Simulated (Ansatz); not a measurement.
Run this with the Ansatz DFT code, driven from Python and show what comes out.

Script `tept_bands.py`:
```python
"""Bands of TePt along a path through the zone."""

import ansatz as az
from ase import Atoms
import numpy as np


def main() -> None:
    atoms = Atoms(
        ["Te", "Te", "Pt", "Pt"],
        scaled_positions=[
            (1 / 3, 2 / 3, 0.25),
            (2 / 3, 1 / 3, 0.75),
            (0.0, 0.0, 0.0),
            (0.0, 0.0, 0.5),
        ],
        cell=[
            (4.111, 0.0, 0.0),
            (-2.0555, 3.56023043, 0.0),
            (0.0, 0.0, 5.446),
        ],
        pbc=True,
    )
    xtal = az.Crystal.from_ase(atoms)

    # vertices of the path, as fractions of the reciprocal vectors
    path = [
        ("G", (0.0, 0.0, 0.0)),
        ("M", (0.5, 0.0, 0.0)),
        ("K", (0.33333, 0.33333, 0.0)),
        ("G", (0.0, 0.0, 0.0)),
        ("A", (0.0, 0.0, 0.5)),
    ]
    base = (
        xtal.calculation()
        .functional("pbesol")
        .basis(420)
        .kpoints(7, 7, 4, center="gamma")
        .occupations("Marzari-Vanderbilt")
        .band_structure([point for _, point in path], intervals=10)
        .scf(extra_bands=6)
        .band_table()
    )
    session = base.session()
    planned = session.plan(threads=1)
    done = planned.execute()
    summary = done.report

    print(f"free energy      {summary['free_energy_ev']:.5f} eV")
    print(f"per atom         {summary['free_energy_ev'] / len(done.lattice.sites):.5f} eV")
    print(f"SCF iterations   {summary['n_iterations']}  (converged: {summary['converged']})")

    table = np.array(summary["eigenvalues_ev"]) - summary["fermi_energy_ev"]
    filling = np.array(summary["occupations"])
    weights = np.tile(summary["kweights"], len(table) // len(summary["kweights"]))
    print("band   lowest  highest (eV from E_F)  electrons")
    for band in range(table.shape[1]):
        if table[:, band].max() > -10:
            print(f"{band + 1:4d} {table[:, band].min():8.3f} {table[:, band].max():8.3f} {weights @ filling[:, band]:18.4f}")
    print("electrons counted from the table:", round(float(weights @ filling.sum(axis=1)), 5))

    bands = done.band_structure()
    fermi = bands.fermi_energy_ev
    print(f"zero of the bands: {fermi:.3f} eV, the Fermi level found on the SCF mesh")
    for spin, channel in enumerate(bands.channels):
        print("channel", spin, "- computed levels within 6 eV of the Fermi level")
        for i, (label, _) in enumerate(path):
            levels = channel.eigenvalues_ev[i * 10] - fermi
            print(f"  {label:3s}", " ".join(f"{e:7.3f}" for e in levels if abs(e) < 6))


if __name__ == "__main__":
    main()
```

```console
$ python tept_bands.py
free energy      -38571.30068 eV
per atom         -9642.82517 eV
SCF iterations   6  (converged: True)
band   lowest  highest (eV from E_F)  electrons
  21   -8.386   -5.609             2.0000
  22   -7.541   -5.609             2.0000
  23   -6.667   -5.584             2.0000
  24   -6.309   -5.233             2.0000
  25   -5.409   -4.482             2.0000
  26   -5.117   -4.427             2.0000
  27   -4.738   -3.712             2.0000
  28   -4.379   -3.436             2.0000
  29   -3.733   -2.106             2.0000
  30   -3.733   -2.106             2.0000
  31   -3.011   -1.279             2.0000
  32   -3.011   -0.924             2.0000
  33   -2.118    1.175             1.8509
  34   -1.863    1.175             1.8038
  35   -0.226    2.493             0.2811
  36   -0.109    2.821             0.0643
  37    1.966    4.436             0.0000
  38    2.555    4.754             0.0000
  39    4.188    7.125             0.0000
  40    4.570    7.569             0.0000
electrons counted from the table: 68.0
zero of the bands: 17.598 eV, the Fermi level found on the SCF mesh
channel 0 - computed levels within 6 eV of the Fermi level
  G    -4.616  -4.616  -3.735  -3.735  -2.106  -2.106  -1.680  -1.680   0.338   0.714   1.575   2.255   2.555   2.555   4.584   4.584
  M    -5.766  -5.763  -4.588  -4.439  -4.227  -3.837  -3.610  -3.143  -2.790  -2.300  -2.089  -1.461   1.578   2.904   3.494   3.836   4.455   4.574
  K    -5.114  -5.114  -5.001  -3.456  -3.440  -3.440  -2.961  -2.207  -2.207  -1.192  -1.192  -0.293  -0.293   2.808   4.922
  G    -4.616  -4.616  -3.735  -3.735  -2.106  -2.106  -1.680  -1.680   0.338   0.714   1.575   2.255   2.555   2.555   4.584   4.584
  A    -5.609  -5.609  -5.609  -5.609  -5.117  -5.117  -3.733  -3.733  -3.733  -3.733  -2.600  -2.600   1.175   1.175   1.175   1.175   4.436   4.436   5.488   5.488
```

Notes:
- Total energies depend on the potentials; only differences at equal settings carry meaning.
- The computed bands are complete only to about 4.6 eV above the Fermi level.
- For a metal this k-point mesh is coarse: on a finer one energies can move by several to tens of meV an atom and pressures by half a GPa or more, differences at one mesh by less.
- The starting cell is as deposited in a crystallographic database; the results hold for this polymorph, which needn't be the stable one.
- Levels are Kohn-Sham eigenvalues on this mesh, without spin-orbit coupling.
- Wall time of the script: 6.2 s on 1 thread of Arm Neoverse V1, on a shared host, peak memory 0.43 GiB.
